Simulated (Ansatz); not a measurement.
# YScS4: the cost of one run

Computed with Ansatz 0.2.0 (DFT PBE, scalar-relativistic, plane waves, PAW, unless a step's input says otherwise).

### Step 1. The system as given

It takes space group Cmmm (No. 65, orthorhombic). Conventional cell: a = 9.290 Å, b = 9.290 Å, c = 4.270 Å, α = 90.00°, β = 90.00°, γ = 90.00°. Y (site symmetry mmm) is surrounded by 6 S at 2.80 to 2.83 Å. Around Sc (site symmetry mmm) lie 6 S at 2.80 to 2.83 Å. S (site symmetry 2mm) is surrounded by 2 Y at 2.80 Å and 1 Sc at 2.83 Å. Around S (site symmetry m2m) lie 2 Sc at 2.80 Å and 1 Y at 2.83 Å.

Structure file:

```cif
data_structure
_symmetry_space_group_name_H-M 'Cmmm'
_symmetry_Int_Tables_number 65
_cell_length_a 9.2901
_cell_length_b 9.2901
_cell_length_c 4.2699
_cell_angle_alpha 90.000
_cell_angle_beta 90.000
_cell_angle_gamma 90.000
_cell_volume 368.52
loop_
_atom_site_label
_atom_site_type_symbol
_atom_site_symmetry_multiplicity
_atom_site_Wyckoff_symbol
_atom_site_fract_x
_atom_site_fract_y
_atom_site_fract_z
_atom_site_occupancy
Y1 Y 2 c 0.00000 0.50000 0.50000 1
Sc1 Sc 2 a 0.00000 0.00000 0.00000 1
S1 S 4 g 0.19500 0.50000 0.00000 1
S2 S 4 j 0.00000 0.80500 0.50000 1
```

The cell is invented: ordered mixture on the cation sites of rutile (Cmmm, No. 65). Lengths come from tabulated atomic sizes and are only a guess.

### Step 2. The guess as it stands, on a coarse mesh

Input file input.yaml:

```yaml
crystal:
  lattice:
    - [4.64504572, -4.64504572, 0.0]
    - [4.64504572, 4.64504572, 0.0]
    - [0.0, 0.0, 4.26990632]
  atoms:
    - { symbol: "Y", position: [0.5, 0.5, 0.5] }
    - { symbol: Sc, position: [0.0, 0.0, 0.0] }
    - { symbol: S, position: [0.695, 0.305, 0.0] }
    - { symbol: S, position: [0.305, 0.695, 0.0] }
    - { symbol: S, position: [0.805, 0.805, 0.5] }
    - { symbol: S, position: [0.195, 0.195, 0.5] }
basis:
  ecutwfc: 420
kpoints:
  mp_grid: { grid: [4, 4, 4] }
hamiltonian:
  xc: pbe
scf:
  occupations: { method: gaussian, width: 0.1 }
  lower_state_search: "off"
output:
  forces: true
  stress: true
  eigenvalues: true
```

The run is started by

```console
$ ansatz run input.yaml --threads 1 --pin off --max-ram 2560MiB --backend cpu --events-out ev --progress --plain --runs-dir out
```

**Question.** How long does this run take on 1 thread of Intel Xeon at 2.70GHz, shared host, and how much memory does it need?

About 6 s, with a peak of 0.47 GiB.
